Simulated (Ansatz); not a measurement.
# CH3AlCl2: the cost of one run

The runs use Ansatz 0.2.0, Gaussian basis; the settings change from run to run.

### 1 The molecule

An earlier PBE0-D4 in a triple-zeta def2 set relaxation fixed the geometry.

7 atoms, charge 0, spin multiplicity 1.

Atoms are counted from 1 here; the program's logs count them from 0.

Bond lengths: Al1–C2 1.974 Å, Al1–Cl4 2.442 Å, Al1–H5 1.580 Å, Al1–H6 1.576 Å, C2–Cl3 1.743 Å, C2–Cl4 1.881 Å, C2–H7 1.086 Å. Angles: C2–Al1–Cl4 49.0°, C2–Al1–H5 116.5°, C2–Al1–H6 116.7°, Cl4–Al1–H5 108.5°, Cl4–Al1–H6 109.2°, H5–Al1–H6 126.6°, Al1–C2–Cl3 122.7°, Al1–C2–Cl4 78.6°, Al1–C2–H7 123.9°, Cl3–C2–Cl4 111.0°, Cl3–C2–H7 109.0°, Cl4–C2–H7 103.4°, Al1–Cl4–C2 52.4°.

As a file:

```
Al   -0.6387    0.8846   -0.1026
C     0.7556   -0.5067    0.0319
Cl    1.3692   -1.0794    1.5598
Cl   -0.7287   -1.5199   -0.5222
H    -0.7491    1.6400   -1.4858
H    -1.4422    1.2129    1.2132
H     1.4951   -0.6994   -0.7399
```

### 2 HF/ANO-RCC-VTZP

Set apart from the defaults: high accuracy.

in.yaml reads:

```yaml
crystal:
  periodic: [false, false, false]
  atoms:
    - {symbol: Al, position_ang: [-0.638718, 0.884591, -0.102603]}
    - {symbol: C, position_ang: [0.755633, -0.506675, 0.031859]}
    - {symbol: Cl, position_ang: [1.369208, -1.079437, 1.559779]}
    - {symbol: Cl, position_ang: [-0.728723, -1.519886, -0.522193]}
    - {symbol: H, position_ang: [-0.749115, 1.639954, -1.485804]}
    - {symbol: H, position_ang: [-1.442189, 1.212881, 1.213160]}
    - {symbol: H, position_ang: [1.495103, -0.699427, -0.739898]}
basis:
  gaussian: {orbitals: ANO-RCC-VTZP}
hamiltonian: {xc: {name: HF}}
accuracy: high
```

Run with:

```console
> ansatz run in.yaml --threads 2 --pin off --events-out ev --progress --plain --max-ram 4352MiB
```

Q: Estimate wall time and peak memory on 2 threads of Arm Neoverse V2, shared host.

About 68 s, with a peak of 0.91 GiB.
